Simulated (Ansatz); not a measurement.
# O: the cost of one run

Computed with Ansatz 0.2.0 (DFT PBEsol, scalar-relativistic, plane waves, PAW, unless a step's input says otherwise).

### 1 The starting structure

It takes space group P2/c (No. 13, monoclinic). Conventional cell: a = 3.892 Å, b = 3.789 Å, c = 3.117 Å, α = 90.00°, β = 108.65°, γ = 90.00°. Around O (site symmetry 1) lie 1 O at 1.23 Å.

As a file:

```cif
data_structure
_symmetry_space_group_name_H-M 'P 1'
_symmetry_Int_Tables_number 1
_cell_length_a 3.8923
_cell_length_b 3.7895
_cell_length_c 3.1170
_cell_angle_alpha 90.000
_cell_angle_beta 108.647
_cell_angle_gamma 90.000
_cell_volume 43.56
loop_
_atom_site_label
_atom_site_type_symbol
_atom_site_fract_x
_atom_site_fract_y
_atom_site_fract_z
_atom_site_occupancy
O1 O 0.33297 0.69412 0.68129 1
O2 O 0.66703 0.69412 0.81871 1
O3 O 0.66703 0.30588 0.31871 1
O4 O 0.33297 0.30588 0.18130 1
```

This is candidate A: structure listed in a database for this formula (P2/c, No. 13).

(A quick probe on a coarse mesh, which set the mesh and smearing, is not shown.)

### 3 A loose first relaxation (candidate A)

Input file input.yaml:

```yaml
crystal:
  lattice:
    - [3.8922577202, 0.0, 0.0]
    - [0.0, 3.789457, 0.0]
    - [-0.9966562331, 0.0, 2.9534146937]
  atoms:
    - { symbol: O, position: [0.332966, 0.694123, 0.681295] }
    - { symbol: O, position: [0.667034, 0.694123, 0.818705] }
    - { symbol: O, position: [0.667034, 0.305877, 0.318705] }
    - { symbol: O, position: [0.332966, 0.305877, 0.181295] }
basis:
  ecutwfc: 420
kpoints:
  mp_grid: { grid: [6, 4, 6] }
hamiltonian:
  xc: pbesol
scf:
  occupations: { method: gaussian, width: 0.1 }
  lower_state_search: "off"
output:
  forces: true
  stress: true
  eigenvalues: true
relax:
  adjacent_minimum: "off"
  f_tol: 0.04
  max_steps: 70
  cell: { stress_tol: 0.4 }
```

Q: Estimate wall time and peak memory on 1 thread of an x86-64 CPU, shared host.

About 13 s, with a peak of 0.41 GiB.
